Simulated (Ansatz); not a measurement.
# CH₆FNO₂Si: up Jacob's ladder to CCSD(T)

How much do the methods differ for CH₆FNO₂Si? The plan is to run it at one geometry with functionals of several rungs and with coupled cluster. The yardstick is the atomisation energy at the CCSD(T) limit.

Method: functionals in def2-TZVPP, the program's frozen cores in correlated methods; program: Ansatz 0.2.0, Gaussian basis.

The runs, in order: PBE-D4, r2SCAN-D4, PBE0-D4, B3LYP-D4, ωB97X-V, ωB97M-V, B2PLYP; CCSD(T)/def2-TZVPP; MP2/def2-QZVPP; extrapolation to the limit.

### Step 1. Structure used throughout

The geometry comes from an earlier relaxation with PBE0-D4 in a triple-zeta def2 set; it is a stationary point, not always the lowest conformer.

12 atoms, charge 0, spin multiplicity 1.

Atoms are counted from 1 here; the program's logs count them from 0.

Bond lengths: N1–C2 1.438 Å, N1–H7 1.013 Å, N1–H8 1.010 Å, C2–O3 1.406 Å, C2–O4 1.403 Å, C2–Si5 1.906 Å, O3–H9 0.962 Å, O4–H10 0.967 Å, Si5–F6 1.605 Å, Si5–H11 1.478 Å, Si5–H12 1.483 Å. Angles: C2–N1–H7 111.4°, C2–N1–H8 111.1°, H7–N1–H8 110.9°, N1–C2–O3 104.7°, N1–C2–O4 114.5°, N1–C2–Si5 104.4°, O3–C2–O4 110.9°, O3–C2–Si5 112.7°, O4–C2–Si5 109.5°, C2–O3–H9 107.7°, C2–O4–H10 107.5°, C2–Si5–F6 110.1°, C2–Si5–H11 108.2°, C2–Si5–H12 110.2°, F6–Si5–H11 107.6°, F6–Si5–H12 108.6°, H11–Si5–H12 112.2°.

Geometry (Å):

```mol
CH6FNO2Si
  3D, bonds by distance, orders not assigned

 12 11  0  0  0  0  0  0  0  0999 V2000
   -0.6429   -0.2090    1.3218 N   0  0
   -0.1595   -0.3453   -0.0254 C   0  0
   -1.3188   -0.4818   -0.8090 O   0  0
    0.7090   -1.4286   -0.2252 O   0  0
    0.7696    1.2840   -0.3634 Si  0  0
    1.3642    1.2796   -1.8542 F   0  0
   -1.5377   -0.6687    1.4423 H   0  0
    0.0327   -0.5548    1.9880 H   0  0
   -1.0449   -0.5300   -1.7303 H   0  0
    0.2146   -2.2371   -0.0308 H   0  0
   -0.2004    2.3960   -0.2731 H   0  0
    1.8912    1.4404    0.5934 H   0  0
  1  2  8  0
  2  3  8  0
  2  4  8  0
  2  5  8  0
  5  6  8  0
  1  7  8  0
  1  8  8  0
  3  9  8  0
  4 10  8  0
  5 11  8  0
  5 12  8  0
M  END
```

### Step 2. PBE-D4 (GGA)

Input file in.yaml:

```yaml
crystal:
  periodic: [false, false, false]
  atoms:
    - {symbol: N, position_ang: [-0.642920, -0.209013, 1.321759]}
    - {symbol: C, position_ang: [-0.159489, -0.345296, -0.025370]}
    - {symbol: O, position_ang: [-1.318801, -0.481842, -0.809008]}
    - {symbol: O, position_ang: [0.709049, -1.428567, -0.225241]}
    - {symbol: Si, position_ang: [0.769620, 1.283984, -0.363419]}
    - {symbol: F, position_ang: [1.364169, 1.279630, -1.854219]}
    - {symbol: H, position_ang: [-1.537744, -0.668733, 1.442307]}
    - {symbol: H, position_ang: [0.032664, -0.554764, 1.987975]}
    - {symbol: H, position_ang: [-1.044917, -0.530032, -1.730278]}
    - {symbol: H, position_ang: [0.214578, -2.237072, -0.030771]}
    - {symbol: H, position_ang: [-0.200445, 2.395950, -0.273065]}
    - {symbol: H, position_ang: [1.891233, 1.440355, 0.593430]}
basis:
  gaussian: {orbitals: def2-TZVPP}
hamiltonian: {xc: pbe, dispersion: d4}
output: {forces: true, orbitals: {seedname: orbitals}}
```

Run with:

```bash
> ansatz run in.yaml --threads 4 --pin off --events-out ev --progress --plain --max-ram 10444MiB
```

After this run come: r2SCAN-D4 (meta-GGA); PBE0-D4 (hybrid); B3LYP-D4 (hybrid); ωB97X-V (range-separated); ωB97M-V (range-separated); B2PLYP (double hybrid); CCSD(T) in def2-TZVPP; MP2 in def2-QZVPP.

Before running them: what should the planned runs give, taken together? Wanted: atomisation energy, CCSD(T)/CBS; farthest; mean size of error, hybrid; mean size of error, range-separated; gap, smallest and largest; T1 diagnostic; triples share of the correlation energy.

As calculated:

| quantity | value |
| --- | --- |
| atomisation energy, CCSD(T)/CBS | 4439.9 kJ/mol |
| functionals within 22.2 kJ/mol (0.5 %) | r2SCAN-D4, ωB97X-V, ωB97M-V |
| farthest | PBE-D4 (+89.6 kJ/mol) |
| mean size of error, hybrid | 32.0 kJ/mol |
| mean size of error, range-separated | 5.7 kJ/mol |
| gap, smallest and largest | 5.60 eV (PBE-D4), 12.38 eV (ωB97X-V) |
| T1 diagnostic | 0.0121 |
| triples share of the correlation energy | 3.5 % |

PBE-D4 is off by +89.6 kJ/mol. Double hybrids carry the basis error of their MP2 part in triple zeta, and no dispersion term here, so their miss is partly the set-up's. The reference freezes the cores and leaves out relativity and excitations past (T), so misses under about 22.2 kJ/mol can't be ranked. Hartree-Fock recovers 68 % of the binding; the rest is correlation. Orbital gaps span 5.6 to 12.4 eV; exact exchange widens them.
